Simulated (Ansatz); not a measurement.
# ClGeH2: the cost of one run

Program: Ansatz 0.2.0. Level of theory: UKS B3LYP-D4/def2-TZVP. These are calculated values, not measurements.

### 1 The starting structure

Bond lengths: Cl1–Ge2 2.128 Å, Ge2–H3 1.589 Å, Ge2–H4 1.589 Å. Angles: Cl1–Ge2–H3 102.5°, Cl1–Ge2–H4 102.5°, H3–Ge2–H4 101.8°.

Coordinates:

```xyz
4

Cl   -1.5175    0.3232    0.9696
Ge    0.0641   -0.5735   -0.1372
H     0.0977    0.3043   -1.4612
H     1.3557   -0.0540    0.6287
```

### 2 Relaxing end A

Input file input.yaml:

```yaml
crystal:
  periodic: [false, false, false]
  atoms:
    - { symbol: Cl, position_ang: [-1.51748, 0.32323, 0.96962] }
    - { symbol: Ge, position_ang: [0.06409, -0.57345, -0.13719] }
    - { symbol: H, position_ang: [0.0977, 0.30426, -1.46116] }
    - { symbol: H, position_ang: [1.35568, -0.05403, 0.62873] }
magnetization:
  spin_polarized: true
  initial_magnetization: 1
basis:
  gaussian: { orbitals: def2-TZVP }
hamiltonian:
  xc: b3lyp
  dispersion: d4
relax:
  f_tol: 0.015
  max_steps: 40
```

Run with:

```console
> ansatz run input.yaml --threads 2 --pin off --max-ram 3072MiB --backend cpu --events-out ev --progress --plain --runs-dir out
```

Q: Estimate wall time and peak memory on 2 threads of Intel Xeon 6975P-C (Granite Rapids), shared host.

About 5.8 s, with a peak of 0.24 GiB.
